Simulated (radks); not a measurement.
**Ir⁺ in [Xe] 4f14 5d7 6s1: an all-electron calculation**

What are the levels of the iridium ion Ir+, how large are its shells, and how does its energy divide?

Method: Dirac Kohn-Sham, BLYP, spin-unpolarised, spherical densities, finite nucleus; open shells are shared between the two j in proportion to 2j + 1. Code: radks (a radial shooting solver on a logarithmic mesh, Libxc functionals) version 1.

## (1) The system

* element: iridium (Z = 77)
* charge: +1
* electrons: 76
* configuration: [Xe] 4f14 5d7 6s1
* nuclear rms radius: 5.4032 fm

The outer shells:

Ir⁺
```
[Xe] core
4f [↑↓][↑↓][↑↓][↑↓][↑↓][↑↓][↑↓]
5d [↑↓][↑↓][↑ ][↑ ][↑ ]
6s [↑ ]
```

## (2) The calculation

The run's settings:

```text
Z 77
configuration [Xe] 4f14 5d7 6s1 6p0 7s0 5f0 6d0
relativity Dirac
functional b88,lyp
spin unpolarised
j_filling average
nucleus finite rms 5.4032 fm
c 137.035999084
```

Q: Predict the outcome of this run.

As calculated:

```
                        quantity                   value
                    total energy     -17855.1858 hartree
exchange-correlation share of it                  1.96 %
                            −T/E                  1.1390
          highest occupied level       6s1/2, -13.576 eV
    most extended occupied level  6s1/2, <r> = 2.72 bohr
 radius at density 0.001 e/bohr³               4.11 bohr
    maxima of the radial density                       4
         ionisation energy, NIST     17.0 (semi-emp.) eV
```

6 principal shells are occupied and 4 maxima appear in the radial density; where shells overlap, one shows as a shoulder or not at all. −T/E is 1.139: with relativity the kinetic term as defined here no longer equals −E. The top level binds by 13.576 eV, 80 % of the NIST ionisation energy of 17.0 eV; the potential of a semilocal functional falls off too fast, so its top eigenvalue is too shallow. Spin polarisation and multiplet splitting are left out. Sharing an open shell by 2j + 1 raises it above the true ground level by a part of the spin-orbit splitting, which enters the differences from NIST.
